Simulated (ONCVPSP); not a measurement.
**Pseudopotential generation for Cu: ONCV, PBEsol**

Task: generate the file, and judge it by its errors in other configurations, its logarithmic derivatives, its ghosts and its cutoff.

Method: ONCVPSP 4.0.1.1 (patched build), PBEsol, scalar-relativistic.

## Step 1: The design

The settings as typed:

```
element                 : copper (Cu, Z = 29)
type                    : optimised norm-conserving Vanderbilt (ONCV)
frozen core             : [Ar]
valence charge          : 11
reference configuration : 3d10 4p1
partial waves           : s scattering state at 0.27 Ha: rc 2.15 bohr, ncon 5, nbas 8, qcut 3.3 1/bohr, 2 projectors, debl 2.2 Ha; 4p: rc 2.35 bohr, ncon 4, nbas 7, qcut 3.7 1/bohr, 2 projectors, debl 2.9 Ha; 3d: rc 0.80 bohr, ncon 4, nbas 8, qcut 12.4 1/bohr, local
local potential         : the d channel
core correction         : Teter function, fcfact 4.75, rcfact 1
```

The outer shells as boxes (Hund's rule for the drawing; the calculation is spin-unpolarised):

```
[Ar] core
3d [↑↓][↑↓][↑↓][↑↓][↑↓]
4p [↑ ][  ][  ]
```

The nodes and maxima of the atom's own shells, from an earlier all-electron run, set the scale for the radii.

All-electron outer shells of the reference configuration (PBEsol, scalar-relativistic, ld1.x):

```
shell  level (eV)  outermost node (bohr)  outermost maximum (bohr)
   3p      -74.15                   0.26                      0.62
   3d       -7.18                      –                      0.60
   4s       -6.06                   0.89                      2.21
   4p       -1.70                   0.97                      3.35
```

## Step 2: Generation

File Cu.dat:

```
# ATOM AND REFERENCE CONFIGURATION
# atsym  z   nc   nv     iexc    psfile
  Cu 29.00    5    2  -116133      upf
#
#   n    l    f
    1    0    2.00
    2    0    2.00
    2    1    6.00
    3    0    2.00
    3    1    6.00
    3    2   10.00
    4    1    1.00
#
# PSEUDOPOTENTIAL AND OPTIMIZATION
# lmax
    2
#
#   l,   rc,      ep,       ncon, nbas, qcut
    0    2.15    0.27    5    8    3.30
    1    2.35    0.00    4    7    3.70
    2    0.80    0.00    4    8   12.40
#
# LOCAL POTENTIAL
# lloc, lpopt,  rc(5),   dvloc0
    2    5    0.80    0.00
#
# VANDERBILT-KLEINMAN-BYLANDER PROJECTORs
# l, nproj, debl
    0    2    2.20
    1    2    2.90
    2    0    2.90
#
# MODEL CORE CHARGE
# icmod, fcfact, rcfact
    3    4.75    1.00
#
# LOG DERIVATIVE ANALYSIS
# epsh1, epsh2, depsh
   -2.00    5.00    0.02
#
# OUTPUT GRID
# rlmax, drl
    6.00    0.01
#
# TEST CONFIGURATIONS
# ncnf
    4
# nvcnf
#   n    l    f
    3
    3    2   10.00
    4    1    0.00
    4    0    1.00
#
    2
    3    2   10.00
    4    1    0.00
#
    2
    3    2    9.00
    4    1    0.00
#
    3
    3    2    9.00
    4    1    0.00
    4    0    1.00
#
```

Launch:

```
$ oncvpsp.x < Cu.dat > Cu.out
```

What does the calculation give? Wanted: cutoffs for 1 and 0.1 mHa per electron, occupied waves; bound ghosts; GHOST(+) flags; largest test error; largest phase difference near zero energy, channels read; rms error of d²Exc/dn², without and with the model core; projector energies reset by the program.

The runs gave:

```
                                                quantity                            value
  cutoffs for 1 and 0.1 mHa per electron, occupied waves                342 Ha and 397 Ha
                                            bound ghosts  s at -265.91 eV, p at -78.56 eV
                                          GHOST(+) flags               none at low energy
                            largest test error (AE − PS)         -90 meV, for 3d9 4s1 4p0
largest phase difference near zero energy, channels read                        0.002 rad
 rms error of d²Exc/dn², without and with the model core                8.06 and 5.23 mHa
                 projector energies reset by the program               s: 0.050, 2.250 Ha
```

In words: A bound ghost (s, p) makes it unfit for use: electrons can fall into a state that the atom doesn't have. Close by lies the frozen 3p level (-74.1 eV). The worst unpolarised test, 3d9 4s1 4p0, is off by 90 meV on 7.4 eV; by total energies transferability rates as fair. By its cutoff, 342 Ha for the looser tolerance, it is very hard. At the looser tolerance the 3d wave is the slowest; 4p needs 2 Ha. Near zero energy the phases of the channels with partial waves agree within 0.002 rad. These are tests on the free atom; a crystal test is still owed.
